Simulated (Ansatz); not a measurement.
Run this with Ansatz 0.2.0, Python API and show what comes out.

`plan_srmg3o4.py`
```python
'''What the engine would do for SrMg3O4, without solving.'''

import ansatz as az

lattice = az.Lattice.of(
    (3.301496, 0.0, 0.0),
    (0.0, 3.301496, 0.0),
    (0.0, 0.0, 8.979608),
)
sites = [
    ('Sr', (0.0, 0.0, 0.0)),
    ('Mg', (0.5, 0.5, 0.727653)),
    ('Mg', (0.0, 0.0, 0.5)),
    ('Mg', (0.5, 0.5, 0.272347)),
    ('O', (0.0, 0.0, 0.274984)),
    ('O', (0.5, 0.5, 0.0)),
    ('O', (0.0, 0.0, 0.725016)),
    ('O', (0.5, 0.5, 0.5)),
]
srmg3o4 = az.Crystal(lattice=lattice)
for symbol, position in sites:
    srmg3o4 = srmg3o4.atom(symbol, position)

setup = (
    srmg3o4.calculation()
    .functional('r2SCAN')
    .basis(41 * az.Ry)
    .kpoints(6, 6, 2)
    .occupations('fixed')
)
session = setup.session()
print('features:', ', '.join(session.active_features))
print('SCF threshold (eV):', session.dr2_threshold)
planned = session.plan(dry_run=True)
told = planned.describe()
for name in ('ecut_ev', 'ecutrho_ev', 'n_bands', 'nominal_top_band', 'n_pw_range', 'fft_dense', 'fft_smooth', 'n_sym_ops', 'cell_volume_ang3'):
    print(f'{name:18s} {told[name]}')
print('irreducible k-points and weights')
for k, weight in zip(told.kpoints_frac, told.kweights):
    print(f'  {k[0]:8.4f} {k[1]:8.4f} {k[2]:8.4f}  {weight:.5f}')
```

```console
$ python plan_srmg3o4.py
features: FinerXcGrid, AnyPaw, Paw, Mgga, R2scan, StepOccupations
SCF threshold (eV): 1e-07
ecut_ev            557.833418042754
ecutrho_ev         2231.333672171016
n_bands            40
nominal_top_band   32
n_pw_range         [2896, 2956]
fft_dense          [27, 27, 72]
fft_smooth         [25, 25, 72]
n_sym_ops          16
cell_volume_ang3   97.87661227405519
irreducible k-points and weights
    0.0000   0.0000   0.0000  0.01389
    0.0000   0.0000  -0.5000  0.01389
    0.0000   0.1667   0.0000  0.05556
    0.0000   0.1667  -0.5000  0.05556
    0.0000   0.3333   0.0000  0.05556
    0.0000   0.3333  -0.5000  0.05556
    0.0000  -0.5000   0.0000  0.02778
    0.0000  -0.5000  -0.5000  0.02778
    0.1667   0.1667   0.0000  0.05556
    0.1667   0.1667  -0.5000  0.05556
    0.1667   0.3333   0.0000  0.11111
    0.1667   0.3333  -0.5000  0.11111
    0.1667  -0.5000   0.0000  0.05556
    0.1667  -0.5000  -0.5000  0.05556
    0.3333   0.3333   0.0000  0.05556
    0.3333   0.3333  -0.5000  0.05556
    0.3333  -0.5000   0.0000  0.05556
    0.3333  -0.5000  -0.5000  0.05556
   -0.5000  -0.5000   0.0000  0.01389
   -0.5000  -0.5000  -0.5000  0.01389
```

The structure comes from a database and needn't be a stable phase.
